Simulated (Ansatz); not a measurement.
# AlClFH3O: the cost of one run

Method: RKS PBE0-D4/def2-SVP, in Ansatz 0.2.0.

## (1) Starting point

Bond lengths: Al1–O2 2.130 Å, O2–H3 1.010 Å, Al1–F4 1.690 Å, Al1–H5 1.560 Å, Al1–Cl6 2.530 Å. Angles: Al1–O2–H3 109.5°, O2–Al1–F4 120.0°, O2–Al1–H5 120.0°, O2–Al1–Cl6 71.6°, F4–Al1–H5 120.0°, F4–Al1–Cl6 96.8°, H5–Al1–Cl6 101.3°.

As a file:

```xyz
7

Al    0.0000    0.0000    0.0000
O     0.0000    0.0000    2.1300
H    -0.9095   -0.2814    2.4671
F     1.4635    0.0000   -0.8450
H    -1.3510    0.0000   -0.7800
Cl    0.1134    2.3983    0.7978
H     0.0597    1.2630    1.9417
```

## (2) Pulling towards end A

Springs on the bonds that form and break draw the guess towards this end; the thresholds are loose.

File input.yaml:

```yaml
crystal:
  periodic: [false, false, false]
  atoms:
    - { symbol: Al, position_ang: [0.0, 0.0, 0.0] }
    - { symbol: O, position_ang: [0.0, 0.0, 2.13] }
    - { symbol: H, position_ang: [-0.9095, -0.2814, 2.4671] }
    - { symbol: F, position_ang: [1.4635, 0.0, -0.845] }
    - { symbol: H, position_ang: [-1.351, 0.0, -0.78] }
    - { symbol: Cl, position_ang: [0.1134, 2.3983, 0.7978] }
    - { symbol: H, position_ang: [0.0597, 1.263, 1.9417] }
basis:
  gaussian: { orbitals: def2-SVP }
hamiltonian:
  xc: pbe0
  dispersion: d4
relax:
  f_tol: 0.15
  max_steps: 25
  restrain:
    - { distance: [0, 5], at: 3.43, k: 30.0 }
    - { distance: [6, 1], at: 2.21, k: 30.0 }
    - { distance: [0, 1], at: 1.78, k: 30.0 }
    - { distance: [6, 5], at: 1.37, k: 30.0 }
```

The run is started by

```
ansatz run input.yaml --threads 2 --pin off --max-ram 3072MiB --backend cpu --events-out ev --progress --plain --runs-dir out
```

What time and memory should one allow on 2 threads of Arm Neoverse V2, shared host?

About 13 s, with a peak of 0.15 GiB.
